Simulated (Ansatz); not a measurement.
# AlBH4Se: single points off equilibrium

Aim: energy, forces and dipole at a structure displaced at random from a GFN2-xTB minimum, from CCSD(T) and from density functionals.

Program: Ansatz 0.2.0, Gaussian basis. Level of theory: single points in def2-TZVPP. These are calculated values, not measurements.

Cores are frozen in the correlated methods. Filled d shells of the heavier atoms are correlated.

**1. The system as given**

SMILES `B[Se][AlH2]`, 7 atoms, charge 0, spin multiplicity 1.

Atoms are counted from 1 here; the program's logs count them from 0.

Bond lengths: B1–Se2 1.916 Å, B1–H4 1.178 Å, B1–H5 1.152 Å, Se2–Al3 2.288 Å, Al3–H6 1.502 Å, Al3–H7 1.564 Å. Angles: Se2–B1–H4 119.6°, Se2–B1–H5 120.0°, H4–B1–H5 120.3°, B1–Se2–Al3 92.0°, Se2–Al3–H6 122.8°, Se2–Al3–H7 122.1°, H6–Al3–H7 115.1°.

As a file:

```
B    -1.44230    0.06600   -0.52410
Se   -0.74870   -0.91990    0.96480
Al    1.36880   -0.13240    0.60010
H    -1.49230   -0.44160   -1.58620
H    -1.86060    1.12790   -0.36810
H     1.88030    1.13920    1.21350
H     2.37290   -0.85940   -0.35390
```

**2. CCSD(T)/def2-TZVPP**

File run/in.yaml:

```yaml
crystal:
  periodic: [false, false, false]
  atoms:
    - {symbol: B, position_ang: [-1.442300, 0.066000, -0.524100]}
    - {symbol: Se, position_ang: [-0.748700, -0.919900, 0.964800]}
    - {symbol: Al, position_ang: [1.368800, -0.132400, 0.600100]}
    - {symbol: H, position_ang: [-1.492300, -0.441600, -1.586200]}
    - {symbol: H, position_ang: [-1.860600, 1.127900, -0.368100]}
    - {symbol: H, position_ang: [1.880300, 1.139200, 1.213500]}
    - {symbol: H, position_ang: [2.372900, -0.859400, -0.353900]}
basis:
  gaussian: {orbitals: def2-TZVPP}
correlation: {method: ccsd_t}
output: {forces: true}
```

The command line of these runs was not kept.

**3. PBE0-D4/def2-TZVPP**

run/in.yaml: that of step 2 with these lines changed.

```diff
@@ -12,3 +12,3 @@
   gaussian: {orbitals: def2-TZVPP}
-correlation: {method: ccsd_t}
-output: {forces: true}
+hamiltonian: {xc: pbe0, dispersion: d4}
+output: {forces: true, orbitals: {seedname: orbitals}}
```

**4. wB97M-V/def2-TZVPP**

run/in.yaml: that of step 3 with these lines changed.

```diff
@@ -12,3 +12,3 @@
   gaussian: {orbitals: def2-TZVPP}
-hamiltonian: {xc: pbe0, dispersion: d4}
-output: {forces: true, orbitals: {seedname: orbitals}}
+hamiltonian: {xc: {name: wB97M-V}}
+output: {forces: true}
```

**5. r2SCAN-D4/def2-TZVPP**

run/in.yaml: that of step 4 with these lines changed.

```diff
@@ -12,3 +12,3 @@
   gaussian: {orbitals: def2-TZVPP}
-hamiltonian: {xc: {name: wB97M-V}}
+hamiltonian: {xc: r2scan, dispersion: d4}
 output: {forces: true}
```

**6. PBE-D4/def2-TZVPP**

run/in.yaml: that of step 5 with these lines changed.

```diff
@@ -12,3 +12,3 @@
   gaussian: {orbitals: def2-TZVPP}
-hamiltonian: {xc: r2scan, dispersion: d4}
+hamiltonian: {xc: pbe, dispersion: d4}
 output: {forces: true}
```

**7. revPBE-D4/def2-TZVPP**

run/in.yaml: that of step 6 with these lines changed.

```diff
@@ -12,3 +12,3 @@
   gaussian: {orbitals: def2-TZVPP}
-hamiltonian: {xc: pbe, dispersion: d4}
+hamiltonian: {xc: {name: revPBE}, dispersion: d4}
 output: {forces: true}
```

**8. LC-wPBE/def2-TZVPP**

run/in.yaml: that of step 7 with these lines changed.

```diff
@@ -12,3 +12,3 @@
   gaussian: {orbitals: def2-TZVPP}
-hamiltonian: {xc: {name: revPBE}, dispersion: d4}
+hamiltonian: {xc: {name: LC-wPBE}}
 output: {forces: true}
```

(Steps that only read results are left out.)

**Question.** What will these runs give? Wanted: energy less free atoms, CCSD(T)/def2-TZVPP; RMS force component; RMS force error; HOMO and LUMO, PBE0-D4; T1 diagnostic.

**Answer**, as computed:

| quantity | value |
| --- | --- |
| energy less free atoms, CCSD(T)/def2-TZVPP | -1901.2 kJ/mol |
| RMS force component | 0.454 to 0.575 eV/Å over the methods |
| RMS force error | PBE0-D4 0.057, wB97M-V 0.059, r2SCAN-D4 0.046, PBE-D4 0.094, revPBE-D4 0.108, LC-wPBE 0.122 eV/Å |
| HOMO and LUMO, PBE0-D4 | -6.74 and -2.88 eV |
| T1 diagnostic | 0.011 |

**Reading.** Against CCSD(T) the functionals' energies less atoms differ by -62.0 to +1.2 kJ/mol, PBE-D4 by -34.3 kJ/mol. A larger basis would deepen the CCSD(T) value, while the functionals are nearly converged already, so the order here is not reliable. On forces the order runs from r2SCAN-D4 to LC-wPBE. Frozen-core CCSD(T) forces in triple zeta carry basis errors of their own, and this is one geometry, so small gaps rank nothing.
